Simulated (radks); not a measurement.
# Ta in [Kr] 4d10 4f14 5s2 5p4 5d3 6s2 6d2: an all-electron calculation

What are the levels of neutral tantalum, how large are its shells, and how does its energy divide?

The numbers are computed with radks (a radial shooting solver on a logarithmic mesh, Libxc functionals) version 1 (scalar-relativistic Kohn-Sham, PBE, spin-unpolarised, spherical densities, finite nucleus), except any that are marked as measured or tabulated.

## Step 1: The system

```
element            : tantalum (Z = 73)
charge             : 0
electrons          : 73
configuration      : [Kr] 4d10 4f14 5s2 5p4 5d3 6s2 6d2
nuclear rms radius : 5.3507 fm
```

Outer shells as boxes (Hund's rule):

Ta
```
[Kr] core
4d [↑↓][↑↓][↑↓][↑↓][↑↓]
4f [↑↓][↑↓][↑↓][↑↓][↑↓][↑↓][↑↓]
5s [↑↓]
5p [↑↓][↑ ][↑ ]
5d [↑ ][↑ ][↑ ][  ][  ]
6s [↑↓]
6d [↑ ][↑ ][  ][  ][  ]
```

## Step 2: The run

Settings of this run:

```text
Z 73
configuration [Kr] 4d10 4f14 5s2 5p4 5d3 6s2 6d2
relativity scalar-relativistic
functional pbe,pbe
spin unpolarised
nucleus finite rms 5.3507 fm
c 137.035999084
```

Command:

```sh
> python run_ks.py task.json out
```

All runs below come from this command, one after another.

What does the calculation give?

**Answer**, as computed:

```
                        quantity                value
                    total energy  -15598.8183 hartree
exchange-correlation share of it               2.01 %
                            −T/E               1.0984
          highest occupied level        6d, -1.200 eV
    most extended occupied level  6d, <r> = 7.05 bohr
 radius at density 0.001 e/bohr³            5.34 bohr
    maxima of the radial density                    4
```

What this shows: 6 principal shells are occupied and 4 maxima appear in the radial density; where shells overlap, one shows as a shoulder or not at all. Relativity lifts −T/E to 1.098. This is not the tabulated ground configuration, so its levels and sizes aren't those of the ground state, and no measured value stands beside it.
